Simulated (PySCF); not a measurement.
# Re(49+): dipole response in even-tempered 17s13p7d4f3g

Aim: the static polarisability and the C₆ coefficient of Re(49+), method by method.

Program: PySCF 2.14.0. Level of theory: unrestricted determinants in a Gaussian basis, no spin-orbit coupling in the energies. These are calculated values, not measurements, unless marked.

### Step 1. Starting point

```
Element     : rhenium (Z = 75)
Basis       : an even-tempered Gaussian basis (17 s from 11 bohr⁻², ratio 2.5; 13 p from 15 bohr⁻², ratio 2.5; 7 d from 15 bohr⁻², ratio 2.5; 4 f from 60 bohr⁻², ratio 2.7; 3 g from 89 bohr⁻², ratio 2.7)
Hamiltonian : scalar relativity by spin-free X2C-1e
State 1     : Re(49+): [Ar] 3d8, high-spin 3F determinant
Methods     : UHF, PBE0
```

The outer shells:

Re49+ [Ar] 3d8
```
[Ar] core
3d [↑↓][↑↓][↑↓][↑ ][↑ ]
```

The runs were made by one driver on top of PySCF. The scripts below sum up each run's settings (the driver also hands on starting orbitals that pick excited configurations, and frozen orbitals as a list rather than a count), and the logs come from the driver's own runs. The driver starts from symmetry-adapted Hartree-Fock orbitals, holds the occupation by maximum overlap and uses a logarithmic radial grid for functionals, so a plain start would take other cycles.

The integrals over 146 functions and the set-up took 0.82 s of CPU time.

### Step 2. Re(49+), method by method

Level: UHF.

input.py

```python
from pyscf import gto, scf, dft, mp, cc
mol = gto.M(atom="Re 0 0 0", charge=49, spin=2, symmetry="D2h",
            basis=gto.etbs([(0, 17, 11, 2.5), (1, 13, 15, 2.5), (2, 7, 15, 2.5), (3, 4, 60, 2.7), (4, 3, 89, 2.7)]),
            nucmod="G")
mf = scf.UHF(mol).sfx2c1e()
mf.irrep_nelec = {'Ag': (5, 3), 'B1g': (1, 1), 'B2g': (1, 1), 'B3g': (1, 1), 'B1u': (2, 2), 'B2u': (2, 2), 'B3u': (2, 2)}
mf.kernel()
```

Standard output:

```text
damping factor = 0
level_shift factor = 0
DIIS = <class 'pyscf.scf.diis.CDIIS'>
diis_start_cycle = 1
diis_space = 10
diis_damp = 0
SCF conv_tol = 1e-09
SCF conv_tol_grad = None
number electrons alpha = 14  beta = 12
cycle= 1 E= -14800.0187155456  delta_E= -0.0107  |g|= 0.0488  |ddm|= 0.00843
cycle= 2 E= -14800.0187277318  delta_E= -1.22e-05  |g|= 0.00176  |ddm|= 0.000326
cycle= 3 E= -14800.0187277488  delta_E= -1.69e-08  |g|= 1.06e-05  |ddm|= 1.32e-05
cycle= 4 E= -14800.0187277488  delta_E= 3.64e-12  |g|= 5.68e-07  |ddm|= 1.25e-07
converged SCF energy = -14800.0187277488  <S^2> = 2.0001138  2S+1 = 3.0000759
```

CPU time 65 s on a shared host, the integrals not counted.

The occupied shells:

```
shell  electrons  mean orbital energy (eV)  spread (eV)  rms radius (bohr)
 1s α          1                  -74852.8            0             0.0204
 1s β          1                  -74852.5            0             0.0204
 2s α          1                  -15367.9            0             0.0820
 2s β          1                  -15350.0            0             0.0820
 2p α          3                  -13801.7            0             0.0747
 2p β          3                  -13783.5            0             0.0747
 3s α          1                   -5512.1            0              0.204
 3s β          1                   -5490.5            0              0.204
 3p α          3                   -5037.5            0              0.204
 3p β          3                   -5011.0            0              0.204
 3d α          5                   -4518.0        7.873              0.184
 3d β          3                   -4503.5            0              0.184
```

⟨S²⟩ = 2.000, ⟨L²⟩ = 12.00.

The driver then solved the coupled dipole response at imaginary frequencies: mean α = 0.001823 bohr³, C₆ = 0.0001675 au for a like pair.

Spin-orbit coupling is strong in this species (close to jj coupling), so the high-spin LS determinant is a model state, not a physical level.

Level: PBE0.

input.py differs from the last one in:

```diff
@@ -4,3 +4,3 @@
             nucmod="G")
-mf = scf.UHF(mol).sfx2c1e()
+mf = dft.UKS(mol, xc="PBE0").sfx2c1e()
 mf.irrep_nelec = {'Ag': (5, 3), 'B1g': (1, 1), 'B2g': (1, 1), 'B3g': (1, 1), 'B1u': (2, 2), 'B2u': (2, 2), 'B3u': (2, 2)}
```

Standard output:

```text
damping factor = 0
level_shift factor = 0
DIIS = <class 'pyscf.scf.diis.CDIIS'>
diis_start_cycle = 1
diis_space = 10
diis_damp = 0
SCF conv_tol = 1e-09
SCF conv_tol_grad = None
number electrons alpha = 14  beta = 12
XC functionals = PBE0
    C. Adamo and V. Barone.,  J. Chem. Phys. 110, 6158 (1999)
    M. Ernzerhof and G. E. Scuseria.,  J. Chem. Phys. 110, 5029 (1999)
cycle= 1 E= -14801.6511914177  delta_E= -0.0126  |g|= 0.0206  |ddm|= 0.0239
cycle= 2 E= -14801.6511925641  delta_E= -1.15e-06  |g|= 0.000599  |ddm|= 0.000175
cycle= 3 E= -14801.6511925662  delta_E= -2.14e-09  |g|= 9.38e-05  |ddm|= 1.21e-05
cycle= 4 E= -14801.6511925663  delta_E= -7.82e-11  |g|= 1.83e-06  |ddm|= 1.44e-06
converged SCF energy = -14801.6511925663  <S^2> = 2.0000387  2S+1 = 3.0000258
```

CPU time 91 s on a shared host, the integrals not counted.

The driver then solved the coupled dipole response at imaginary frequencies: mean α = 0.001831 bohr³, C₆ = 0.0001678 au for a like pair.

Radial density 4πr²ρ of Re(49+) at UHF, without picture-change correction:

```
r (bohr)  density  spin density
0.000426     4.14         0.000
0.000716     8.47         0.000
 0.00120     16.8         0.000
 0.00203     31.7        -0.001
 0.00341     55.4        -0.001
 0.00573     84.9        -0.001
 0.00965      105        -0.001
  0.0162     97.8         0.008
  0.0273     91.4         0.120
  0.0459      128         1.068
  0.0772      111         5.546
   0.130     96.0        12.457
   0.218     71.0         7.200
   0.367     4.58         0.435
   0.618   0.0122         0.001
```

### Step 3. The response side by side

Re(49+), in atomic units:

```
method    mean α  C₆ (like pair)      S(−4)
   UHF  0.001823       0.0001675  1.896e-06
  PBE0  0.001831       0.0001678  1.990e-06
```

α(iu) at PBE0:

```
u (hartree)  α(iu) (bohr³)
          0       0.001831
       7.00       0.001745
       14.0       0.001572
       28.0       0.001297
       42.0       0.001130
       56.0       0.001005
       70.0      0.0008994
        105      0.0006821
        140      0.0005205
        210      0.0003184
        350      0.0001477
```

### Step 4. What came out

| quantity | value |
| --- | --- |
| α of Re(49+) | 0.001823 (UHF) to 0.001831 (PBE0) bohr³ |

What this shows: A single London oscillator with the computed α and C₆ of Re(49+) at UHF would have ω = 4 C₆ / (3 α²) = 67.2 hartree. The basis is finite, and no extrapolation was made.
